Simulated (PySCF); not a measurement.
# A workflow on C2H2N2Si (SMILES N#C[SiH2]C#N)

Wanted: a structure relaxation (B97-2-D3(op)/ma-def2-SVP), then a single-point energy (CCSD(T)/6-31G**), then ionisation energies (EOM-CCSD/def2-SVP) of C2H2N2Si. Input form: a Python script.

Program for the calculation: PySCF 2.14.0.

1 further run of the same task is left out (for a faulty analytic Hessian).

### Step 1. Starting point

C2H2N2Si has 7 atoms, charge 0, and is taken as a singlet. SMILES: `N#C[SiH2]C#N`. The shape comes from a force field and isn't a relaxed structure. The run starts from this shape.

Bond lengths: N1–C2 1.205 Å, C2–Si3 1.883 Å, Si3–C4 1.794 Å, C4–N5 1.221 Å, Si3–H6 1.511 Å, Si3–H7 1.538 Å. Angles: N1–C2–Si3 177.7°, C2–Si3–C4 114.0°, Si3–C4–N5 176.2°, C2–Si3–H6 109.9°, C2–Si3–H7 108.6°, C4–Si3–H6 111.4°, C4–Si3–H7 109.5°, H6–Si3–H7 102.9°.

### Step 2. A geometry optimisation at B97-2-D3(op)/ma-def2-SVP (run 1)

Contents of run.py:

```python
from pyscf import gto, dft
from pyscf.geomopt.geometric_solver import kernel as optimise

system = gto.Mole()
system.atom = [
    ('N', (0.258400, -2.607600, 1.076700)),
    ('C', (0.259400, -1.460700, 0.708000)),
    ('Si', (0.336300, 0.331000, 0.133100)),
    ('C', (-0.960200, 0.782600, -1.021200)),
    ('N', (-1.895900, 1.052600, -1.757500)),
    ('H', (0.354600, 1.253900, 1.329900)),
    ('H', (1.708600, 0.580100, -0.514700)),
]
system.verbose = 3
system.basis = 'ma-def2-svp'
system.max_memory = 1860
system.spin = 0
system.build()

ks = dft.RKS(system, xc='b97-2')
ks.disp = 'd3op'
converged, mol_eq = optimise(ks, maxsteps=100, convergence_set='GAU_TIGHT')
print('converged:', converged)
print(mol_eq.tostring())

ks.reset(mol_eq)
system = mol_eq
ks.kernel()
energy = ks.e_tot
print('E(%s) = %.9f' % ('B97-2', energy))
```

Command:

```sh
$ OMP_NUM_THREADS=1 python run.py
```

Standard output:

```text
convergence_set           GAU_TIGHT
maxiter                   100
----------------------------------------------------------
Custom engine selected.
Bonds will be generated from interatomic distances less than 1.20 times sum of covalent radii
21 internal coordinates being used (instead of 21 Cartesians)
Internal coordinate system (atoms numbered from 1):
Distance 1-2
Distance 2-3
Distance 3-4
Distance 3-6
Distance 3-7
Distance 4-5
Angle 2-3-4
Angle 2-3-6
Angle 2-3-7
Angle 4-3-6
Angle 4-3-7
Angle 6-3-7
LinearAngleX 1-2-3
LinearAngleY 1-2-3
LinearAngleX 3-4-5
LinearAngleY 3-4-5
Translation-X 1-7
Translation-Y 1-7
Translation-Z 1-7
Rotation-A 1-7
Rotation-B 1-7
Rotation-C 1-7
> ===== Optimization Info: ====
> Job type: Energy minimization
> Maximum number of optimization cycles: 100
> Initial / maximum trust radius (Angstrom): 0.100 / 0.300
> Convergence Criteria:
> Will converge when all 5 criteria are reached:
>  |Delta-E| < 1.00e-06
>  RMS-Grad  < 1.00e-05
>  Max-Grad  < 1.50e-05
>  RMS-Disp  < 4.00e-05
>  Max-Disp  < 6.00e-05
> === End Optimization Info ===

Geometry optimization cycle 1
Cartesian coordinates (Angstrom)
 Atom        New coordinates             dX        dY        dZ
   N   0.258400  -2.607600   1.076700    0.000000  0.000000  0.000000
   C   0.259400  -1.460700   0.708000    0.000000  0.000000  0.000000
  Si   0.336300   0.331000   0.133100    0.000000  0.000000 -0.000000
   C  -0.960200   0.782600  -1.021200    0.000000  0.000000  0.000000
   N  -1.895900   1.052600  -1.757500    0.000000  0.000000  0.000000
   H   0.354600   1.253900   1.329900    0.000000  0.000000  0.000000
   H   1.708600   0.580100  -0.514700    0.000000  0.000000  0.000000

WARN: Mole.unit (angstrom) is changed to Bohr

converged SCF energy = -476.079667122483
--------------- RKS_Scanner gradients ---------------
         x                y                z
0 N    -0.0001513974    -0.0909551974     0.0287465967
1 C     0.0036033879     0.0782186290    -0.0220829292
2 Si    -0.0463889426    -0.0022302143    -0.0216585541
3 C     0.1147238053    -0.0261304070     0.0854891462
4 N    -0.0952959415     0.0257171658    -0.0730855525
5 H     0.0074144610     0.0078830736     0.0053380513
6 H     0.0161482160     0.0074621795    -0.0027115374
----------------------------------------------
cycle 1: E = -476.079667122  dE = -476.08  norm(grad) = 0.234628
Step    0 : Gradient = 8.868e-02/1.454e-01 (rms/max) Energy = -476.0796671225
Hessian Eigenvalues: 5.00000e-02 5.00000e-02 5.00000e-02 ... 2.66214e-01 9.49901e-01 1.02493e+00

Geometry optimization cycle 2
Cartesian coordinates (Angstrom)
 Atom        New coordinates             dX        dY        dZ
   N   0.219657  -2.513666   1.023310   -0.038743  0.093934 -0.053390
   C   0.258240  -1.410437   0.682011   -0.001160  0.050263 -0.025989
  Si   0.394940   0.352046   0.146370    0.058640  0.021046  0.013270
   C  -0.970435   0.757649  -1.014706   -0.010235 -0.024951  0.006494
   N  -1.862826   0.991693  -1.705400    0.033074 -0.060907  0.052100
   H   0.316804   1.220137   1.344863   -0.037796 -0.033763  0.014963
   H   1.700849   0.537054  -0.524757   -0.007751 -0.043046 -0.010057
converged SCF energy = -476.096828693596
--------------- RKS_Scanner gradients ---------------
         x                y                z
0 N     0.0004690161     0.0087588867    -0.0031070575
1 C     0.0015188627    -0.0072127101     0.0042987916
2 Si    -0.0089927696    -0.0035339750    -0.0053282527
3 C    -0.0073886312     0.0056700193    -0.0088582301
4 N     0.0120929416    -0.0044886698     0.0108705655
5 H     0.0027686215    -0.0001566074    -0.0005765685
6 H    -0.0004735028     0.0009279267     0.0027003034
----------------------------------------------
cycle 2: E = -476.096828694  dE = -0.0171616  norm(grad) = 0.0273371
Step    1 : Displace = 6.920e-02/1.141e-01 (rms/max) Trust = 1.000e-01 (=) Grad = 1.033e-02/1.687e-02 (rms/max) E (change) = -476.0968286936 (-1.716e-02) Quality = 1.015
Hessian Eigenvalues: 4.99997e-02 5.00000e-02 5.00000e-02 ... 2.62294e-01 9.93425e-01 1.13108e+00

Geometry optimization cycle 3
Cartesian coordinates (Angstrom)
 Atom        New coordinates             dX        dY        dZ
   N   0.200070  -2.511695   1.010881   -0.019587  0.001971 -0.012429
   C   0.255866  -1.403975   0.675585   -0.002374  0.006462 -0.006425
  Si   0.417498   0.363672   0.156657    0.022559  0.011626  0.010288
   C  -0.968407   0.746025  -1.003515    0.002028 -0.011623  0.011191
   N  -1.865008   0.976187  -1.701844   -0.002182 -0.015506  0.003556
   H   0.303426   1.228528   1.356286   -0.013377  0.008391  0.011423
   H   1.714061   0.538296  -0.542400    0.013212  0.001242 -0.017643
converged SCF energy = -476.097453730349
--------------- RKS_Scanner gradients ---------------
         x                y                z
0 N     0.0003459976     0.0012166388    -0.0005806366
1 C     0.0002209189    -0.0003314311     0.0009949346
2 Si    -0.0034851636    -0.0020639985    -0.0016128906
3 C     0.0028482261     0.0013343736     0.0002596288
4 N    -0.0012092921    -0.0006150788     0.0001689752
5 H     0.0008072308     0.0001064631     0.0001249617
6 H     0.0004590987     0.0003239592     0.0006386337
----------------------------------------------
cycle 3: E = -476.09745373  dE = -0.000625037  norm(grad) = 0.0059435
Step    2 : Displace = 1.989e-02/2.720e-02 (rms/max) Trust = 1.414e-01 (+) Grad = 2.246e-03/4.360e-03 (rms/max) E (change) = -476.0974537303 (-6.250e-04) Quality = 1.253
Hessian Eigenvalues: 4.99919e-02 5.00000e-02 5.00000e-02 ... 2.62999e-01 1.00977e+00 1.23959e+00

[... 10 lines left out ...]
converged SCF energy = -476.097545376354
[... 24 lines left out ...]
converged SCF energy = -476.097560586687
[... 24 lines left out ...]
converged SCF energy = -476.09758377818
[... 24 lines left out ...]
converged SCF energy = -476.09758433081
[... 24 lines left out ...]
converged SCF energy = -476.097584346417
[... 24 lines left out ...]
converged SCF energy = -476.09758431841
[... 25 lines left out ...]
converged SCF energy = -476.097584297841
[... 24 lines left out ...]
converged SCF energy = -476.097584307215
[... 5 lines left out ...]
3 C    -0.0000025891     0.0000304454    -0.0000097367
4 N     0.0000351529    -0.0000067506     0.0000131010
5 H    -0.0000081164     0.0000028139     0.0000035894
6 H     0.0000005342     0.0000030835     0.0000041486
----------------------------------------------
cycle 11: E = -476.097584307  dE = -9.37428e-09  norm(grad) = 8.59844e-05
Step   10 : Displace = 3.612e-05/4.787e-05 (rms/max) Trust = 3.779e-05 (-) Grad = 3.231e-05/6.150e-05 (rms/max) E (change) = -476.0975843072 (-9.374e-09) Quality = 1.425
Hessian Eigenvalues: 1.63929e-02 4.53153e-02 4.99998e-02 ... 2.69024e-01 1.16102e+00 1.27698e+00

Geometry optimization cycle 12
Cartesian coordinates (Angstrom)
 Atom        New coordinates             dX        dY        dZ
   N   0.196283  -2.510938   1.013369   -0.000044  0.000007 -0.000052
   C   0.269538  -1.404060   0.676741   -0.000025  0.000013 -0.000020
  Si   0.425214   0.368813   0.164941    0.000022  0.000039  0.000036
   C  -0.981040   0.729847  -0.984597   -0.000001 -0.000037  0.000011
   N  -1.851981   0.983524  -1.706380   -0.000011 -0.000071 -0.000008
   H   0.301195   1.230576   1.364983    0.000050  0.000040  0.000033
   H   1.703642   0.550845  -0.563439    0.000010  0.000009 -0.000000
converged SCF energy = -476.097584316624
--------------- RKS_Scanner gradients ---------------
         x                y                z
0 N    -0.0000108519    -0.0000056458    -0.0000039672
1 C     0.0000082464     0.0000143811     0.0000075565
2 Si    -0.0000179983    -0.0000357129    -0.0000229494
3 C     0.0000132123     0.0000202859     0.0000024755
4 N     0.0000145522    -0.0000000062    -0.0000039190
5 H    -0.0000068061     0.0000024106     0.0000031367
6 H     0.0000013020     0.0000023363     0.0000026781
----------------------------------------------
cycle 12: E = -476.097584317  dE = -9.40935e-09  norm(grad) = 5.93208e-05
Step   11 : Displace = 5.500e-05/7.093e-05 (rms/max) Trust = 5.344e-05 (+) Grad = 2.195e-05/4.724e-05 (rms/max) E (change) = -476.0975843166 (-9.409e-09) Quality = 1.258
Hessian Eigenvalues: 1.63877e-02 4.52859e-02 4.99984e-02 ... 2.71315e-01 1.15729e+00 1.35661e+00

Geometry optimization cycle 13
Cartesian coordinates (Angstrom)
 Atom        New coordinates             dX        dY        dZ
   N   0.196219  -2.510926   1.013292   -0.000064  0.000012 -0.000076
   C   0.269500  -1.404036   0.676711   -0.000037  0.000024 -0.000030
  Si   0.425244   0.368870   0.164991    0.000030  0.000057  0.000050
   C  -0.981042   0.729791  -0.984576   -0.000002 -0.000056  0.000020
   N  -1.851984   0.983417  -1.706382   -0.000004 -0.000107 -0.000002
   H   0.301267   1.230632   1.365025    0.000072  0.000056  0.000042
   H   1.703649   0.550858  -0.563442    0.000006  0.000013 -0.000003
converged SCF energy = -476.097584326936
--------------- RKS_Scanner gradients ---------------
         x                y                z
0 N    -0.0000100562    -0.0000035678    -0.0000038291
1 C     0.0000034086     0.0000060430     0.0000039790
2 Si    -0.0000092196    -0.0000217559    -0.0000094097
3 C     0.0000159238     0.0000113969     0.0000036302
4 N     0.0000056006     0.0000039583    -0.0000114530
5 H    -0.0000050252     0.0000009234     0.0000010734
6 H     0.0000009926     0.0000010933     0.0000010292
----------------------------------------------
cycle 13: E = -476.097584327  dE = -1.03119e-08  norm(grad) = 3.8009e-05
Step   12 : Displace = 7.991e-05/1.045e-04 (rms/max) Trust = 7.558e-05 (+) Grad = 1.295e-05/2.598e-05 (rms/max) E (change) = -476.0975843269 (-1.031e-08) Quality = 1.487
Hessian Eigenvalues: 1.63870e-02 4.53252e-02 4.99535e-02 ... 2.75680e-01 1.15621e+00 1.39029e+00

Geometry optimization cycle 14
Cartesian coordinates (Angstrom)
 Atom        New coordinates             dX        dY        dZ
   N   0.196139  -2.510901   1.013196   -0.000079  0.000025 -0.000096
   C   0.269454  -1.403996   0.676677   -0.000046  0.000041 -0.000034
  Si   0.425277   0.368948   0.165055    0.000033  0.000078  0.000064
   C  -0.981055   0.729705  -0.984535   -0.000013 -0.000086  0.000041
   N  -1.851988   0.983256  -1.706375   -0.000004 -0.000161  0.000008
   H   0.301382   1.230717   1.365079    0.000115  0.000085  0.000054
   H   1.703642   0.550880  -0.563461   -0.000007  0.000022 -0.000020
converged SCF energy = -476.097584335775
--------------- RKS_Scanner gradients ---------------
         x                y                z
0 N    -0.0000091346    -0.0000024489    -0.0000032744
1 C    -0.0000025923    -0.0000009114    -0.0000018142
2 Si    -0.0000018518    -0.0000052814     0.0000050572
3 C     0.0000060194     0.0000031025    -0.0000056685
4 N     0.0000105358     0.0000043124    -0.0000078893
5 H    -0.0000020359    -0.0000003115    -0.0000005482
6 H     0.0000006471    -0.0000003083    -0.0000008229
----------------------------------------------
cycle 14: E = -476.097584336  dE = -8.83813e-09  norm(grad) = 2.10585e-05
Step   13 : Displace = 1.131e-04/1.482e-04 (rms/max) Trust = 1.069e-04 (+) Grad = 1.872e-06/2.956e-06 (rms/max) E (change) = -476.0975843358 (-8.838e-09) Quality = 2.149
Hessian Eigenvalues: 1.62912e-02 4.53736e-02 4.91360e-02 ... 2.76466e-01 1.15624e+00 1.39185e+00

Geometry optimization cycle 15
Cartesian coordinates (Angstrom)
 Atom        New coordinates             dX        dY        dZ
   N   0.196157  -2.510887   1.013204    0.000017  0.000014  0.000008
   C   0.269466  -1.403979   0.676694    0.000012  0.000017  0.000017
  Si   0.425280   0.368969   0.165069    0.000003  0.000021  0.000014
   C  -0.981086   0.729670  -0.984500   -0.000031 -0.000035  0.000035
   N  -1.852021   0.983194  -1.706347   -0.000034 -0.000062  0.000028
   H   0.301433   1.230753   1.365081    0.000051  0.000036  0.000002
   H   1.703618   0.550897  -0.563494   -0.000024  0.000018 -0.000033
converged SCF energy = -476.097584337119
--------------- RKS_Scanner gradients ---------------
         x                y                z
0 N    -0.0000089263    -0.0000018448    -0.0000034064
1 C    -0.0000040886    -0.0000021558    -0.0000030100
2 Si    -0.0000009223    -0.0000010049     0.0000082671
3 C     0.0000071256     0.0000000631    -0.0000045366
4 N     0.0000097144     0.0000051134    -0.0000090631
5 H    -0.0000008165    -0.0000016504    -0.0000026832
6 H    -0.0000005008    -0.0000003590    -0.0000005180
----------------------------------------------
cycle 15: E = -476.097584337  dE = -1.34452e-09  norm(grad) = 2.19219e-05
Step   14 : Displace = 2.717e-05/3.805e-05 (rms/max) Trust = 1.512e-04 (+) Grad = 1.767e-06/2.672e-06 (rms/max) E (change) = -476.0975843371 (-1.345e-09) Quality = 5.387
Hessian Eigenvalues: 1.62912e-02 4.53736e-02 4.91360e-02 ... 2.76466e-01 1.15624e+00 1.39185e+00
Converged! =D

converged: True
N           0.19615657       -2.51088732        1.01320382
C           0.26946571       -1.40397858        0.67669382
Si          0.42527964        0.36896905        0.16506903
C          -0.98108575        0.72966984       -0.98449987
N          -1.85202130        0.98319407       -1.70634723
H           0.30143303        1.23075299        1.36508095
H           1.70361774        0.55089715       -0.56349448
converged SCF energy = -476.097584337041
E(B97-2) = -476.097584337
```

Run time: 6.6 min. Hardware: 1 thread of Intel Xeon at 2.50GHz (Skylake/Cascade Lake), shared host; peak memory 1 GiB.

Steps, from the record of the run:

```csv
step,energy from the first frame kept (eV),largest force (eV/Å)
0,0.0000,7.4788
1,-0.4670,0.8674
2,-0.4840,0.2242
3,-0.4865,0.0670
4,-0.4869,0.0424
5,-0.4875,0.0184
6,-0.4876,0.0054
7,-0.4876,0.0014
8,-0.4876,0.0040
9,-0.4876,0.0037
10,-0.4876,0.0031
11,-0.4876,0.0024
12,-0.4876,0.0013
13,-0.4876,0.0007
14,-0.4876,0.0007
```

After the run. Bond lengths: N1–C2 1.159 Å, C2–Si3 1.852 Å, Si3–C4 1.852 Å, C4–N5 1.159 Å, Si3–H6 1.483 Å, Si3–H7 1.483 Å. Angles: N1–C2–Si3 178.6°, C2–Si3–C4 107.1°, Si3–C4–N5 178.5°, C2–Si3–H6 109.0°, C2–Si3–H7 109.0°, C4–Si3–H6 109.0°, C4–Si3–H7 109.0°, H6–Si3–H7 113.5°.

[end of part 1 of 2]
